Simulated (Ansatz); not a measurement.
# Pd (diamond type): a single-point run

Aim: a sound single-point run of Pd (diamond type). The structure is shown as the input types it.

Program: Ansatz 0.2.0. Level of theory: DFT, PBEsol, all-electron PAW with datasets made for the crystal, scalar-relativistic. These are calculated values, not measurements.

1 further run of the same task is left out (it didn't finish). Runs told in other sessions of the task aren't counted.

## 1. The starting structure

Symmetry: Fd-3m, No. 227, cubic system. The conventional cell has a = 4.795 Å, b = 4.795 Å, c = 4.795 Å, α = 90.00°, β = 90.00°, γ = 90.00°. Around Pd (site symmetry -43m) lie 4 Pd at 2.08 Å.

As a file:

```cif
data_structure
_symmetry_space_group_name_H-M 'P 1'
_symmetry_Int_Tables_number 1
_cell_length_a 3.3908
_cell_length_b 3.3908
_cell_length_c 3.3908
_cell_angle_alpha 60.000
_cell_angle_beta 60.000
_cell_angle_gamma 60.000
_cell_volume 27.57
loop_
_atom_site_label
_atom_site_type_symbol
_atom_site_fract_x
_atom_site_fract_y
_atom_site_fract_z
_atom_site_occupancy
Pd1 Pd 0.87500 0.87500 0.87500 1
Pd2 Pd 0.12500 0.12500 0.12500 1
```

## 2. The run

Input file input.yaml:

```yaml
crystal:
  lattice:
    - [0.0, 2.3976282119, 2.3976282119]
    - [2.3976282119, 0.0, 2.3976282119]
    - [2.3976282119, 2.3976282119, 0.0]
  atoms:
    - { symbol: Pd, position: [-0.125, -0.125, -0.125] }
    - { symbol: Pd, position: [0.125, 0.125, 0.125] }
kpoints:
  mp_grid: { grid: [1, 1, 1] }
scf:
  occupations: { method: fermi_dirac, width: 0.05 }
  max_iter: 75
hamiltonian:
  xc: pbesol
  pseudopotentials: { kind: all_electron, datasets: crystal }
output:
  forces: true
  stress: true
  eigenvalues: true
```

Command:

```
$ ansatz run input.yaml --threads 1 --pin off --max-ram 2048MiB --backend cpu --events-out ev --progress --plain --runs-dir out
```

What happens when this is run?

The run converged and reported no error, with warnings (crystal datasets made). It gives a pressure of 156 GPa, which is large; a structure far from rest gives such values too, whatever the setting.

The suspect setting: kpoints.mp_grid.grid is [1, 1, 1]. The zone is sampled at a single point, which suits only large cells or molecules.

Run again and compare: set kpoints.mp_grid.grid to [12, 12, 12].
